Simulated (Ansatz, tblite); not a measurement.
# Sn(NH2)Me3 (C₃H₁₁NSn): a ladder of methods and basis sets

How do method and basis change the picture of Sn(NH2)Me3 (C₃H₁₁NSn) (singlet)?

Method: as each input shows; program: Ansatz 0.2.0, Gaussian basis.

The runs, in order: GFN1-xTB, GFN2-xTB, PBE-D4/def2-TZVP, r2SCAN-D4/def2-TZVP, ωB97M-V/def2-TZVP, B97M-V/def2-TZVP, CAM-B3LYP-D4/def2-TZVP, PBE-D4/def2-SVP, PBE0-D4/def2-SVP, PBE0-D4/def2-TZVPD, PBE-D4/def2-TZVPD, ωB97M-V/def2-TZVPD, CCSD(T)/def2-SVP, MP2/def2-TZVP, RPA/def2-TZVP.

2 further runs of the same task are left out: 2 set aside as unsound or not needed.

## Step 1: The geometry

The geometry is that of the singlet, from an earlier relaxation (PBE0-D4/def2-SVP).

16 atoms, charge 0, spin multiplicity 1.

Bond lengths: Sn1–N2 2.057 Å, Sn1–C5 2.148 Å, Sn1–C9 2.160 Å, Sn1–C13 2.148 Å, N2–H3 1.019 Å, N2–H4 1.019 Å, C5–H6 1.100 Å, C5–H7 1.099 Å, C5–H8 1.100 Å, C9–H10 1.100 Å, C9–H11 1.100 Å, C9–H12 1.100 Å, C13–H14 1.100 Å, C13–H15 1.099 Å, C13–H16 1.100 Å. Angles: N2–Sn1–C5 105.2°, N2–Sn1–C9 113.3°, N2–Sn1–C13 105.3°, C5–Sn1–C9 110.7°, C5–Sn1–C13 111.5°, C9–Sn1–C13 110.6°, Sn1–N2–H3 113.3°, Sn1–N2–H4 113.2°, H3–N2–H4 106.6°, Sn1–C5–H6 110.5°, Sn1–C5–H7 109.5°, Sn1–C5–H8 110.9°, H6–C5–H7 108.8°, H6–C5–H8 108.4°, H7–C5–H8 108.7°, Sn1–C9–H10 110.1°, Sn1–C9–H11 110.5°, Sn1–C9–H12 110.5° and more.

Sn takes a core potential in the def2 sets. No spin-orbit coupling is included.

PBE0-D4/def2-TZVP was run before; its log isn't repeated, and its numbers join the tables.

## Step 2: GFN1-xTB

Tight binding, by tblite at 300 K electronic temperature and without a spin-polarisation term:

```python
tblite.interface.Calculator('GFN1-xTB', numbers, positions, charge=0, uhf=0).singlepoint()
```

Energy -488.0696 eV, HOMO -10.78 eV, LUMO -6.28 eV; 0.007 s.

## Step 3: GFN2-xTB

Tight binding, by tblite at 300 K electronic temperature and without a spin-polarisation term:

```python
tblite.interface.Calculator('GFN2-xTB', numbers, positions, charge=0, uhf=0).singlepoint()
```

Energy -461.8421 eV, HOMO -9.98 eV, LUMO -5.47 eV; 0.004 s.

## Step 4: PBE-D4/def2-TZVP

start.molden holds the orbitals of an earlier run on this state, given as this run's starting guess.

in.yaml

```yaml
crystal:
  periodic: [false, false, false]
  atoms:
    - {symbol: Sn, position_ang: [0.010530, -0.023103, 0.124913]}
    - {symbol: N, position_ang: [0.109969, -0.211851, 2.170915]}
    - {symbol: H, position_ang: [-0.804829, -0.236246, 2.618772]}
    - {symbol: H, position_ang: [0.632857, 0.539297, 2.618576]}
    - {symbol: C, position_ang: [2.053103, -0.012185, -0.540339]}
    - {symbol: H, position_ang: [2.101636, -0.104545, -1.635007]}
    - {symbol: H, position_ang: [2.589790, -0.858813, -0.089173]}
    - {symbol: H, position_ang: [2.555586, 0.921107, -0.247440]}
    - {symbol: C, position_ang: [-1.010661, 1.767689, -0.520893]}
    - {symbol: H, position_ang: [-1.042206, 1.810343, -1.619942]}
    - {symbol: H, position_ang: [-0.488537, 2.662530, -0.151909]}
    - {symbol: H, position_ang: [-2.042953, 1.781029, -0.141826]}
    - {symbol: C, position_ang: [-1.029608, -1.774377, -0.556954]}
    - {symbol: H, position_ang: [-2.058535, -1.792545, -0.169266]}
    - {symbol: H, position_ang: [-0.504822, -2.673705, -0.204833]}
    - {symbol: H, position_ang: [-1.071311, -1.794635, -1.655593]}
basis:
  gaussian: {orbitals: def2-TZVP, initial_orbitals: start.molden}
hamiltonian: {xc: pbe, dispersion: d4}
scf: {omitted_lower_state_checks: [starts]}
output: {orbitals: {seedname: orbitals}}
```

Run with:

```console
> ansatz run in.yaml --threads 4 --pin off --events-out ev --progress --plain --max-ram 8704MiB
```

After this run come: r2SCAN-D4/def2-TZVP; ωB97M-V/def2-TZVP; B97M-V/def2-TZVP; CAM-B3LYP-D4/def2-TZVP; PBE-D4/def2-SVP; PBE0-D4/def2-SVP; PBE0-D4/def2-TZVPD; PBE-D4/def2-TZVPD; ωB97M-V/def2-TZVPD; CCSD(T)/def2-SVP; MP2/def2-TZVP; RPA/def2-TZVP.

Q: Predict the results of all the runs planned. Wanted: gap in def2-TZVP, named functionals, smallest and largest; correlation energy, CCSD(T)/def2-SVP; correlation energy, MP2/def2-TZVP; binding an atom, CCSD(T)/def2-SVP; PBE0 total energy, smallest basis above largest.

As calculated:

```
                                                 quantity                                 value
gap in def2-TZVP, named functionals, smallest and largest  4.87 eV (PBE-D4), 10.84 eV (ωB97M-V)
                     correlation energy, CCSD(T)/def2-SVP                             -22.46 eV
                        correlation energy, MP2/def2-TZVP                             -29.04 eV
                        binding an atom, CCSD(T)/def2-SVP                              3.441 eV
          PBE0 total energy, smallest basis above largest        5.85 eV (def2-SVP, def2-TZVPD)
```

In words: Over the named functionals in def2-TZVP the gap runs from 4.87 eV (PBE-D4) to 10.84 eV (ωB97M-V); exact exchange widens it. The functionals in def2-TZVP miss CCSD(T)/def2-SVP by +0.189 (r2SCAN-D4) to +0.242 eV (PBE-D4) an atom. The yardstick is in a double-zeta basis, so levels in larger sets aren't compared like for like. CCSD(T)/def2-SVP isn't at the basis-set limit; small misses against it rank nothing.
